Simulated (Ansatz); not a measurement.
## C₂H₅NTe, SMILES C=C(N)[TeH]: a polarisability from point charges, step by step

With the Ansatz DFT code, driven from Python.

`c2h5nte.xyz`
```text
9

C     0.17080    0.98700   -0.79840
C     0.11830    0.09710    0.13780
N     0.62870   -1.19680   -0.12600
Te   -0.61620    0.55280    2.04270
H     0.53390    0.81830   -1.80850
H    -0.28910    2.02900   -0.61480
H     0.68000   -1.91820    0.64540
H     1.10690   -1.42970   -1.04840
H    -2.24490    0.01430    1.55310
```

Typed at the interpreter:
```pycon
>>> import ansatz as az
>>> import numpy as np
>>> BASIS_SET = "def2-SVPD"
>>> XC = "pbe0"
>>> VDW = "d3bj"
>>> molecule = az.Crystal.molecule_from_extxyz("c2h5nte.xyz")
>>> calc = (
...     molecule.calculation()
...     .basis(gaussian=BASIS_SET)  # atom-centred Gaussian functions
...     .functional(XC, dispersion=VDW)
...     .forces()
... )
>>> # charges +q and -q at -R and +R make a nearly even field 2 k q / R^2 at the centre
>>> centre = np.mean([site.position_ang for site in molecule.cartesian_sites], axis=0)
>>> field = 2 * 14.399645 * 2.0 / 25.0 ** 2
>>> def dipole(axis, sign):
...     arm = 25.0 * np.eye(3)[axis]
...     pair = [{"charge": sign * 2.0, "position_ang": (centre - arm).tolist()}, {"charge": -sign * 2.0, "position_ang": (centre + arm).tolist()}]
...     deck = calc.input().set(az.key.basis.gaussian.point_charges, pair)
...     return np.array(az.Session.from_dict(deck).plan().execute().report["charge_distribution"]["dipole_moment_e_ang"])
...
>>> print(f"field {field:.4f} V/A")
field 0.0922 V/A
>>> alpha = np.array([(dipole(axis, 1) - dipole(axis, -1)) / (2 * field) * 14.399645 for axis in range(3)])

>>> print("polarisability tensor (A^3)")
polarisability tensor (A^3)
>>> print(np.array2string(alpha, precision=3, suppress_small=True))
[[10.11  -0.623 -1.4  ]
 [-0.636 11.83  -0.556]
 [-1.403 -0.551 13.065]]
>>> print(f"mean {np.trace(alpha) / 3:.3f} A^3 = {np.trace(alpha) / 3 / 0.14818471:.2f} bohr^3")
mean 11.668 A^3 = 78.74 bohr^3
```

Notes:
- The geometry is a force-field or estimated start, not a minimum of this method, and the basis set is short of its limit. The field of two point charges is only nearly even.
- def2 sets replace the cores of elements past krypton by effective core potentials.
- Wall time of the script: 50 s on 1 thread of Arm Neoverse V1 (shared host), peak memory 0.4 GiB.

(Lines on the test bed's own set-up are left out of the output.)
